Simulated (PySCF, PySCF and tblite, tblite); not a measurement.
# C₈H₇F: a path driven as a shift of bonds, and NMR exchange, part 2 of 2

PySCF and tblite. Atoms count from 0. The steps go on from the part before.

## 12. Shieldings, end: PBE0/pcSseg-1

The job: settings as JSON, then the geometry in Å.

```
{"job": {"kind": "nmr", "xc": "PBE0", "basis": "pcSseg-1", "pop": false}, "charge": 0, "multiplicity": 1}
F      0.012990     2.731235     1.365886
C      0.113391     1.499904     0.780429
C      1.480800     0.810012     0.955373
C      1.658864     0.043300    -0.310366
C      0.705986     0.583971    -1.288195
C     -0.124108     1.473726    -0.711287
C     -0.882168     0.472353     1.265369
C     -0.295026    -0.738269     1.321964
C      1.142170    -0.639222     1.036964
H      2.285934     1.297083     1.510864
H      2.639878    -0.315057    -0.631841
H      0.646734     0.246322    -2.324429
H     -0.985824     1.958915    -1.174418
H     -1.950669     0.684447     1.341416
H     -0.814645    -1.683962     1.486118
H      1.841187    -1.370108     1.450891
```

What it wrote:

```text
coarse grid: 14120 points
cycle   1  E = -408.1989061965  dE =  1.727e+00  |g| = 5.334e-01  |ddm| = 3.800e+00
cycle   2  E = -408.1834664334  dE =  1.544e-02  |g| = 6.612e-01  |ddm| = 1.038e+00
cycle   3  E = -408.2560748161  dE = -7.261e-02  |g| = 7.431e-02  |ddm| = 5.753e-01
cycle   4  E = -408.2567740898  dE = -6.993e-04  |g| = 4.543e-02  |ddm| = 1.060e-01
cycle   5  E = -408.2572331983  dE = -4.591e-04  |g| = 1.337e-02  |ddm| = 4.960e-02
cycle   6  E = -408.2572732387  dE = -4.004e-05  |g| = 4.414e-03  |ddm| = 1.754e-02
cycle   7  E = -408.2572777939  dE = -4.555e-06  |g| = 5.181e-04  |ddm| = 5.746e-03
final grid: 138872 points
cycle   8  E = -408.3181365396  dE = -4.131e-05  |g| = 8.429e-03  |ddm| = 4.804e-02
cycle   9  E = -408.3181232064  dE =  1.333e-05  |g| = 1.196e-02  |ddm| = 2.435e-02
cycle  10  E = -408.3181538883  dE = -3.068e-05  |g| = 1.089e-03  |ddm| = 1.385e-02
cycle  11  E = -408.3181540983  dE = -2.101e-07  |g| = 2.708e-04  |ddm| = 1.208e-03
cycle  12  E = -408.3181541089  dE = -1.053e-08  |g| = 1.062e-04  |ddm| = 3.220e-04
cycle  13  E = -408.3181541111  dE = -2.273e-09  |g| = 4.994e-05  |ddm| = 1.335e-04
cycle  14  E = -408.3181541117  dE = -6.171e-10  |g| = 4.972e-06  |ddm| = 4.936e-05
converged SCF energy = -408.3181541117

GIAO shielding tensors (ppm)
atom      isotropic    diamagn.    paramagn.     s11        s22        s33       span
  0 F      356.800     469.806    -113.006    328.106    349.891    392.405     64.299
  1 C       71.217     243.220    -172.003     47.462     58.118    108.071     60.609
  2 C      125.381     255.943    -130.562     86.609    112.936    176.598     89.989
  3 C      136.420     248.725    -112.305    100.716    141.620    166.925     66.209
  4 C       56.741     248.249    -191.508    -33.757     45.206    158.775    192.531
  5 C       45.286     253.713    -208.427    -45.352     37.844    143.366    188.718
  6 C       45.287     253.629    -208.342    -45.351     37.843    143.370    188.720
  7 C       56.743     248.214    -191.471    -33.751     45.209    158.770    192.521
  8 C      136.418     248.572    -112.153    100.714    141.620    166.920     66.206
  9 H       28.030      32.365      -4.335     22.691     25.863     35.536     12.844
 10 H       28.258      30.253      -1.994     22.022     25.955     36.798     14.777
 11 H       26.112      29.323      -3.211     22.929     25.895     29.512      6.583
 12 H       25.119      30.472      -5.353     22.369     25.362     27.626      5.257
 13 H       25.119      30.487      -5.367     22.369     25.362     27.626      5.257
 14 H       26.112      29.349      -3.237     22.929     25.894     29.512      6.583
 15 H       28.258      30.240      -1.981     22.022     25.955     36.798     14.777
```

Wall time 20 s (1 thread of Arm Neoverse V2, shared host); peak memory 0.88 GiB.

In short: HOMO -7.02 eV, LUMO -0.32 eV; dipole 2.21 D.

## 13. Barriers, rates and exchange

The job: settings as JSON, then the geometry in Å.

```
{"job": {"smiles": "FC12C3C=CC1C2C=C3", "charge": 0, "mult": 1, "motion": "shift", "what": "Cope rearrangement", "atoms": [3, 4, 5, 6, 7, 8], "drives": [{"terms": [["d", [5, 6], 1], ["d", [3, 8], -1]], "neg": true, "n": 14}], "study": "path", "level": {"kind": "nmr", "xc": "PBE0", "basis": "pcSseg-1"}, "fields": [360, 500, 800], "first": 3, "seed": 220, "refine": {"xc": "PBE0", "basis": "def2-SVP"}, "kind": "path"}, "charge": 0, "multiplicity": 1}
F      0.128101     2.752793     1.431319
C      0.226741     1.531848     0.846532
C      1.523208     0.726364     0.933920
C      1.786634     0.339031    -0.501663
C      0.705083     0.540034    -1.257211
C     -0.356522     1.187946    -0.486153
C     -0.865902     0.511759     0.839325
C     -0.267546    -0.750796     1.274318
C      1.055487    -0.631079     1.401630
H      2.341965     1.184117     1.481563
H      2.700853    -0.141490    -0.799756
H      0.592801     0.277235    -2.293758
H     -1.084873     1.812626    -0.979211
H     -1.884514     0.751085     1.101751
H     -0.848798    -1.636251     1.459134
H      1.748685    -1.404448     1.678838
```

What it wrote:

```text
stationary points (kcal/mol above the start)
  n  kind          group   xTB      DFT    lowest mode
  0  minimum      Cs       0.00     0.00     227.9
  1  saddle       Cs       6.19     3.19    -427.2
  2  minimum      Cs      -0.93    -3.53     244.9

GFN2-xTB energies: T/K, barrier G, reaction G (kcal/mol), k forward, k back (1/s)
 150.00     5.18    -1.05   8.85e+04   2.66e+03
 200.00     5.22    -1.03   8.32e+06    6.2e+05
 250.00     5.26    -1.02   1.31e+08   1.69e+07
 298.15     5.31    -1.00   7.91e+08   1.46e+08
 350.00     5.38    -0.99    3.2e+09   7.72e+08
 400.00     5.45    -0.98    8.8e+09   2.58e+09
 500.00     5.61    -0.95   3.69e+10   1.41e+10

PBE0-D3(BJ)/def2-SVP energies: T/K, barrier G, reaction G (kcal/mol), k forward, k back (1/s)
 150.00     3.18    -3.40    7.2e+07        802
 200.00     3.22    -3.39   1.27e+09   2.53e+05
 250.00     3.26    -3.37    7.3e+09   8.24e+06
 298.15     3.32    -3.36    2.3e+10   7.97e+07
 350.00     3.38    -3.34   5.65e+10   4.62e+08
 400.00     3.45    -3.33   1.09e+11   1.65e+09
 500.00     3.61    -3.31   2.76e+11   9.87e+09

PBE0/pcSseg-1 + D3(BJ) energies: T/K, barrier G, reaction G (kcal/mol), k forward, k back (1/s)
 150.00     2.18    -3.64    2.1e+09   1.03e+04
 200.00     2.21    -3.63   1.59e+10   1.71e+06
 250.00     2.26    -3.62   5.52e+10   3.81e+07
 298.15     2.31    -3.60   1.26e+11   2.88e+08
 350.00     2.38    -3.59    2.4e+11   1.38e+09
 400.00     2.45    -3.57   3.85e+11   4.29e+09
 500.00     2.60    -3.55   7.58e+11   2.12e+10
```

Wall time 5.2 min (1 thread of Arm Neoverse V2, shared host); peak memory 0.88 GiB. This counts the whole study up to here.

Barriers by level (kcal/mol; entropies in cal/(mol K)). Zero-point and thermal terms come from xTB in every row. ΔG‡ leaves symmetry out; the rate counts one path; effective ΔG‡, where given, is the barrier that would give that rate by Eyring's equation alone:

| level | ΔE‡ | with zero-point | ΔH‡ | ΔS‡ | ΔG‡ (298 K) | ΔE of reaction | k at 298 K (1/s) | effective ΔG‡ |
| --- | --- | --- | --- | --- | --- | --- | --- | --- |
| GFN2-xTB | 6.19 | 5.14 | 4.96 | -1.2 | 5.31 | -0.93 | 7.9e+08 | 5.31 |
| PBE0-D3(BJ)/def2-SVP | 4.19 | 3.15 | 2.96 | -1.2 | 3.32 | -3.28 | 2.3e+10 | 3.32 |
| PBE0/pcSseg-1 + D3(BJ) | 3.19 | 2.14 | 1.96 | -1.2 | 2.31 | -3.53 | 1.3e+11 | 2.31 |

Sites that the driver pairs across this motion, and where their lines would merge (no couplings; faster rotations or exchange between molecules can average them sooner):

| nucleus | sites: shielding (ppm) | proton frequency (MHz) | spread (Hz) | coalescence (K) | lines at 298 K |
| --- | --- | --- | --- | --- | --- |
| 13C | C3, C8: 47.3; C3, C8 (end): 136.4 | 800 | 17932 | not given | – |
| 13C | C5, C6: 133.7; C5, C6 (end): 45.3 | 800 | 17781 | not given | – |
| 19F | F0: 363.4; F0 (end): 356.8 | 800 | 4975 | not given | – |
| 1H | H10, H15: 25.37; H10, H15 (end): 28.26 | 800 | 2311 | not given | – |
| 1H | H12, H13: 27.87; H12, H13 (end): 25.12 | 800 | 2201 | not given | – |
| 13C | C1: 72.9; C1 (end): 71.2 | 800 | 347 | not given | – |
| 13C | C4, C7: 58.1; C4, C7 (end): 56.7 | 800 | 269 | not given | – |
| 13C | C2: 124.4; C2 (end): 125.4 | 800 | 200 | not given | – |

A dash: the driver gave no coalescence for this row (it judged the minor form too scarce).

Rows that set an atom against itself at the end compare its shielding in the two forms.

## 14. What came out

What follows sums up all 2 parts.

| quantity | value |
| --- | --- |
| barrier (PBE0/pcSseg-1 + D3(BJ)) | ΔE‡ 3.2, ΔG‡(298 K) 2.3 kcal/mol |
| barrier (GFN2-xTB) | ΔE‡ 6.2 kcal/mol |
| rate at 298 K | 1.3e+11 s⁻¹ |
| end of the path | -3.5 kcal/mol from the start |

What this shows: The barrier is 3.2 kcal/mol at the DFT level (xTB: 6.2); with thermal terms and the count of paths the DFT value gives a rate of 1.3e+11 s⁻¹ at 298 K. An error of 1.4 kcal/mol changes that rate tenfold.
